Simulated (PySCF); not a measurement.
# H8OSeSi3: the cost of one run

Computed with PySCF 2.14.0, with density-fitted response routines of our own, on a single molecule in the gas phase. Atoms are numbered from 0 throughout.

### 1 The starting structure

13 atoms, charge 0, multiplicity 1; geometry from: GFN2-xTB. The atoms were then displaced at random by about 0.01 Å, so the start is not that level's minimum.

Bonds of the start (Å): O0–Si1 1.62, Si1–Si2 2.32, Si1–Se3 2.38, Se3–Si4 2.23, O0–H5 0.92, Si1–H6 1.48, Si2–H7 1.49, Si2–H8 1.47, Si2–H9 1.44, Si4–H10 1.44, Si4–H11 1.48, Si4–H12 1.49.

### 2 Relaxing the molecule at PBE0-D3(BJ)/def2-SVP

The job: settings as JSON, then the geometry in Å.

```
{"job": {"xc": "PBE0", "basis": "def2-SVP", "d3": "d3bj", "grid": 1, "shake": 0.01, "kind": "geom"}, "charge": 0, "multiplicity": 1}
O     -1.649300    -2.141990    -0.039180
Si    -0.684920    -0.911090     0.374330
Si    -1.917090     1.015910    -0.030850
Se     1.258940    -1.173290    -0.968430
Si     2.561880     0.485980    -0.235710
H     -1.347310    -2.964780    -0.327390
H     -0.128510    -1.165830     1.718750
H     -1.047570     2.219120     0.139320
H     -2.985410     1.114410     0.973090
H     -2.484030     1.081370    -1.353220
H      3.749160     0.387580    -1.039780
H      2.852800     0.270290     1.195680
H      1.827190     1.765440    -0.416960
```

On the command line:

```
OMP_NUM_THREADS=1 python probes_run.py task.json out
```

This one command runs all jobs of the session in turn.

**Question.** How long does this first job take on 1 thread of Arm Neoverse V2, shared host, and how much memory does it need?

About 2.6 min, with a peak of 0.58 GiB.
